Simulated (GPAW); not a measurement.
Crystal: Sn3Te.

```
Te Sn
1.0
     4.86562    0.00000    0.00000
     0.00000    4.86562    0.00000
     0.00000    0.00000    4.86562
Te Sn
1 3
Direct
  0.00000 0.00000 0.00000
  0.00000 0.50000 0.50000
  0.50000 0.00000 0.50000
  0.50000 0.50000 0.00000
```

The cell comes from a database or a generator and needn't be the stable form of this composition.

Base run:

```yaml
Program: GPAW 26.7.0
Functional: PBEsol
Potentials_or_basis: PAW data sets generated in the run's folder for this functional
Cutoff: 600 eV
Basis: pw
k_mesh: 6 × 6 × 6
Occupations: fermi-dirac, width 0.05 eV
Spin: no spin polarisation
```

Its results: pressure -2.6 GPa.

Q: The run is repeated on the same cell with these changes: functional from PBEsol to LDA; potentials or basis from PAW data sets generated in the run's folder for this functional to the program's PAW data sets (release 1.2.1) made for this functional. What comes out?

A: Pressure -3.7 GPa.

Not every run made on this cell is shown here.
